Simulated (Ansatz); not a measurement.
# MnSb (P6_3/mmc): energies of magnetic orders

An exercise on one series of results from a longer session: the logs are not shown, and one member is left open.

Program: Ansatz 0.2.0. Level of theory: DFT PBE, scalar-relativistic, plane waves, PAW. These are calculated values, not measurements.

## The structure to begin with

It takes space group P6_3/mmc (No. 194, hexagonal). The conventional cell has a = 4.098 Å, b = 4.098 Å, c = 5.597 Å, α = 90.00°, β = 90.00°, γ = 120.00°. Mn (site symmetry -3m) is surrounded by 6 Sb at 2.75 Å and 2 Mn at 2.80 Å. Sb (site symmetry -6m2) is surrounded by 6 Mn at 2.75 Å.

Structure file:

```cif
data_structure
_symmetry_space_group_name_H-M 'P6_3/mmc'
_symmetry_Int_Tables_number 194
_cell_length_a 4.0976
_cell_length_b 4.0976
_cell_length_c 5.5971
_cell_angle_alpha 90.000
_cell_angle_beta 90.000
_cell_angle_gamma 120.000
_cell_volume 81.39
loop_
_atom_site_label
_atom_site_type_symbol
_atom_site_symmetry_multiplicity
_atom_site_Wyckoff_symbol
_atom_site_fract_x
_atom_site_fract_y
_atom_site_fract_z
_atom_site_occupancy
Mn1 Mn 2 a 0.00000 0.00000 0.00000 1
Sb1 Sb 2 c 0.33333 0.66667 0.25000 1
```

This cell comes from an earlier session at PBE: 20.347 Å³/atom at 0.00 GPa, on a 12×12×8 mesh.

Set-up of the first run:

Contents of input.yaml:

```yaml
crystal:
  lattice:
    - [4.0976405515, 0.0, 0.0]
    - [-2.0488202757, 3.5486608132, 0.0]
    - [0.0, 0.0, 5.5970836889]
  atoms:
    - { symbol: Mn, position: [0.0, 0.0, 0.0], spin: 3.5 }
    - { symbol: Mn, position: [0.0, 0.0, 0.5], spin: -3.5 }
    - { symbol: Sb, position: [0.3333333333, 0.6666666667, 0.25] }
    - { symbol: Sb, position: [0.6666666667, 0.3333333333, 0.75] }
basis:
  ecutwfc: 420
  ecutrho_ratio: 4
kpoints:
  mp_grid: { grid: [12, 12, 8] }
hamiltonian:
  xc: pbe
scf:
  occupations: { method: gaussian, width: 0.05 }
  lower_state_search: "off"
output:
  forces: true
  stress: true
  eigenvalues: true
  populations: true
magnetization:
  spin_polarized: true
```

On the command line:

```console
$ ansatz run input.yaml --threads 2 --pin off --max-ram 5120MiB --backend cpu --events-out ev --progress --plain --runs-dir out
```

Steps of the session up to this table: Antiferromagnetic, in the cell as typed; Ferromagnetic, larger cell; Antiferromagnetic, propagation vector (0, 0, 1/2); No spin polarisation.

One table of the session follows, with a row left open; its other results are not shown here.

It belongs to the step «The orders side by side». 

```
                                            order  above the lowest (meV/atom)  largest moment (μB)  pressure (GPa)
                                    ferromagnetic                          0.0                 3.26             0.0
          antiferromagnetic, in the cell as typed                            ?                    ?               ?
antiferromagnetic, propagation vector (0, 0, 1/2)                         15.7                 3.09            -2.0
                             no spin polarisation                        396.2                 0.00           -13.4
```

Q: Estimate the row for antiferromagnetic, in the cell as typed from the others.

**Answer.** above the lowest (meV/atom): 56.1; largest moment (μB): 3.17; pressure (GPa): -0.5. In the column «above the lowest (meV/atom)» it lies between antiferromagnetic, propagation vector (0, 0, 1/2) (15.7) and no spin polarisation (396.2).

The first row is the run of the earlier session that started with parallel moments (-5191.6730 eV/atom).

To keep in mind: Only these orders were tried, at zero temperature; the one found in experiment may not be among them.
